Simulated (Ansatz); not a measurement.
Runs of Ansatz 0.2.0 on Mo4S8NO. The cell holds a slab with vacuum, 14 atoms: a = 6.326 Å, b = 6.326 Å, c = 22.163 Å, α = 90.00°, β = 90.00°, γ = 120.00°. 

```csv
potentials or basis,cutoff (eV),gap on the mesh (eV),largest force (eV/Å),work function (eV)
PseudoDojo stringent (PBE files),1252,none,1.45,4.17
Ansatz PAW earlier set,900,none,(a),4.16
Ansatz PAW,420,none,(b),4.17
SPMS NC,1034,none,1.53,4.18
Ansatz PAW earlier set,930,none,1.51,4.16
```

Alike in all rows: task band structure; level PBE; no spin polarisation; cell NO (upright) over a top site of the (0 0 1) slab of MoS2, cut from the database cell, not relaxed; k mesh 5 × 5 × 1; smearing fermi-dirac 0.05 eV.

Problem. Estimate the missing entries.

Solution. (a) 1.54; (b) 1.56.

Caveats: an odd number of electrons without spin polarisation forces a metal; a magnetic or distorted state may lie lower.

A k mesh can miss the band edges, and the runs leave out spin-orbit coupling on Mo.

A gap of «none» marks a metal or a gap under the smearing width.
